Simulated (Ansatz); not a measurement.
Predict the output of the script below (Ansatz 0.2.0 through its Python package).

`robust_bi.py`
```python
'''Stop the SCF of Bi from a callback once the residual is small.'''

import ansatz as az

crystal = (
    az.Lattice.from_parameters(4.72898, 4.72898, 4.72898, alpha=57.30423, beta=57.30423, gamma=57.30423)
    .atom('Bi', (0.234, 0.234, 0.234))
    .atom('Bi', (0.766, 0.766, 0.766))
)

job = (
    crystal.calculation()
    .functional('LDA')
    .pseudopotentials('paw')
    .basis(41 * az.Ry)
    .kpoints(density=3.8)
    .occupations('gaussian', width=50 * az.meV)
)

token = az.CancelToken()


def watch(event):
    if event['event'] == 'scf_iter':
        row = event['data']
        print(f'iteration {row["iter"]:2d}  Harris-Foulkes {row["harris_foulkes_ev"]:.5f} eV  residual {row["dr2_ev"]:.2e} eV')
        if row['dr2_ev'] < 1e-4:
            token.cancel()


try:
    job.session().plan().execute(on_event=watch, cancel=token)
    print('finished before the stop was seen')
except az.CancelledError:
    print('stopped by the token')
```

```console
$ python robust_bi.py
iteration  1  Harris-Foulkes -24171.73494 eV  residual 3.50e-03 eV
iteration  2  Harris-Foulkes -24171.73363 eV  residual 4.17e-04 eV
iteration  3  Harris-Foulkes -24171.73364 eV  residual 3.78e-05 eV
stopped by the token
```

What to keep in mind:
- Absolute energies stand on the zero of these potentials, so only differences at equal settings mean something. A total without «per atom» is that of the cell as typed.
- Of the deposited cell: the entry's cell lengths or inner coordinates differ somewhat from later room-temperature determinations.
- Spin-orbit coupling, which matters for elements this heavy, is left out.
- It ran for 1.3 s on 1 thread of Intel(R) Xeon(R) Gold 6455B (Sapphire Rapids), with other jobs on the host, peak memory 0.41 GiB.
